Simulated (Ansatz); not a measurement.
two structures of Ag, a comparison of enthalpies under pressure

With the Ansatz DFT code, driven from Python.

Typed at the interpreter:
```pycon
>>> import warnings
>>> import ansatz
>>> import numpy as np
>>> from tabulate import tabulate
>>> def diamond(A, a):
...     return (
...         ansatz.Lattice.fcc(a)
...         .space_group(227, origin_choice=1)
...         .atom(A, [0, 0, 0])
...         .primitive()
...     )
...
>>> def fcc(a_site, a):
...     return (
...         ansatz.Lattice.fcc(a)
...         .space_group(225)
...         .atom(a_site, [0, 0, 0])
...         .primitive()
...     )
...
>>> def compute(name, crystal, pressure=0.0):
...     calc = (
...         crystal.calculation()
...         .initial_density(normalization="cell")
...         .accuracy("low")
...         .scf(tolerance=1e-05, self_checks="low")
...         .functional("r2SCAN")
...         .basis(630, xc_grid=3)
...         .kpoints(spacing=0.26)
...         .occupations("fermi_dirac", width=0.05)
...     )
...     calc = calc.relax(force_tolerance=0.01, cell=True, pressure=pressure)
...     return calc.run(threads=1, backend="cpu")
...
>>> def volume_per_atom(outcome):
...     return abs(np.linalg.det(outcome.lattice.cell_ang)) / len(outcome.lattice.sites)
...
>>> warnings.simplefilter("ignore", ansatz.DeckWarning)
>>> phases = {}
>>> phases["diamond"] = diamond("Ag", 5.62)
>>> phases["fcc"] = fcc("Ag", 4.09)
>>> # H = E + PV, with 1 eV per cubic angstrom equal to 160.2 GPa
>>> pressures = [0, 15, 30, 45]
>>> enthalpy, volume = {name: [] for name in phases}, {name: [] for name in phases}
>>> for p in pressures:
...     for name, crystal in phases.items():
...         o = compute(name, crystal, pressure=p)
...         volume[name].append(volume_per_atom(o))
...         enthalpy[name].append(o.report["energy_sigma0_ev"] / len(o.lattice.sites) + p * volume[name][-1] / 160.21766)
...
>>> gap = np.array(enthalpy["fcc"]) - np.array(enthalpy["diamond"])
>>> rows = [(p, va, vb, 1000 * d) for p, va, vb, d in zip(pressures, volume["diamond"], volume["fcc"], gap)]
>>> print(tabulate(rows, headers=["P (GPa)", "V diamond (A^3/atom)", "V fcc (A^3/atom)", "H(fcc) - H(diamond) (meV/atom)"], floatfmt=".4f", tablefmt="simple"))
  P (GPa)    V diamond (A^3/atom)    V fcc (A^3/atom)    H(fcc) - H(diamond) (meV/atom)
---------  ----------------------  ------------------  --------------------------------
        0                 28.2610             17.2477                         -872.0231
       15                 22.8293             15.4955                        -1687.7054
       30                 20.5550             14.4769                        -2309.0969
       45                 19.1182             13.7482                        -2842.3827
>>> crossings = [p0 - g0 * (p1 - p0) / (g1 - g0) for p0, p1, g0, g1 in zip(pressures, pressures[1:], gap, gap[1:]) if g0 * g1 < 0]
>>> print("crossing near", [round(float(p), 1) for p in crossings], "GPa") if crossings else print("no crossing in this range")
no crossing in this range
```

These settings explore the input space; cutoff and mesh may be short of convergence. At a fixed pressure a relaxation lowers the enthalpy F + PV, while F alone can rise. For the metals among these phases the mesh is modest: differences between phases can be off by up to 40 meV an atom. The program warned that this SCF threshold is loose for forces or stresses. Only these two structures are compared, at zero temperature and with their symmetry kept; either may be hypothetical, and another phase may be lower than both. Differences under about 40 meV an atom lie within the error of mesh and functional. The cells are prototypes set up for this calculation and needn't exist. The script silences the warnings on its input, which a real study should read. The whole script took 2 min on 1 thread of Arm Neoverse V1 (shared host), peak memory 0.54 GiB.
